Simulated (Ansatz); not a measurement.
# CH₃AlFNO, SMILES N[CH]1[O][Al]1[F]: a ladder of methods at one geometry

Program: the Python package of Ansatz (0.2.0).

Contents of `ch3alfno.xyz`:
```text
8

N     0.76030   -0.34870    1.09260
C    -0.49470   -0.51840    0.27870
O    -0.24040   -1.27830   -0.88180
Al   -0.55530    0.47510   -1.38150
F    -0.18010    2.05470   -2.09600
H     1.54010   -0.12150    0.46200
H     0.59050    0.57100    1.64020
H    -1.32820   -0.89100    0.83010
```

Script `methods_ch3alfno.py`:
```python
from pathlib import Path
import warnings

import ansatz as az
import numpy as np

warnings.simplefilter("ignore", az.DeckWarning)

geometry = az.Crystal.molecule_from_extxyz("ch3alfno.xyz")

calculation = geometry.calculation().basis(gaussian="def2-SVP")

print("functional    E (Ha)        dipole (D)   HOMO (eV)  LUMO (eV)")
for name in ["cam_b3lyp", "hse06", "r2scan0", "pbe0", "blyp"]:
    report = calculation.functional(name).forces().orbitals().run(runs_dir="runs").report
    lines = Path(report["orbitals_path"]).read_text().splitlines()
    field_of = lambda key: [line.split("=")[1].strip() for line in lines if line.startswith(key)]
    orbitals = [(27.211386 * float(e), s, float(n)) for e, s, n in zip(field_of("Ene="), field_of("Spin="), field_of("Occup="))]
    homo = max(e for e, _, n in orbitals if n > 0.5)
    lumo = min(e for e, _, n in orbitals if n < 0.5)
    dipole = 4.803205 * np.linalg.norm(report["charge_distribution"]["dipole_moment_e_ang"])
    print(f"{name:10s} {report['free_energy_ev'] / 27.211386246:14.6f} {dipole:9.3f} {homo:11.3f} {lumo:10.3f}")
```

```console
$ python methods_ch3alfno.py
functional    E (Ha)        dipole (D)   HOMO (eV)  LUMO (eV)
cam_b3lyp     -511.772830     2.042      -6.843     -1.987
hse06         -511.452526     1.651      -5.207     -3.289
r2scan0       -511.660773     1.907      -5.719     -2.799
pbe0          -511.469857     1.688      -5.599     -2.921
blyp          -511.826864     1.045      -4.338     -3.472
```

Total energies depend on the basis set; only differences at equal settings carry meaning. The geometry is a force-field or estimated start, not a minimum of this method, and the basis set is short of its limit. A lower total doesn't mark the better method: functionals have no common bound, and MP2 and coupled cluster aren't variational. Levels such as HOMO and LUMO are orbital energies: with these approximate functionals they aren't the ionisation energy and electron affinity, and their gap isn't the fundamental gap. hse06 follows the composition of plane-wave codes, whose totals differ by tens of mHa, up to about 0.1 Ha, from the form usual in Gaussian-basis programs (wpbeh). Wall time of the script: 17 s on 1 thread of Arm Neoverse V2 (shared host), peak memory 0.26 GiB.
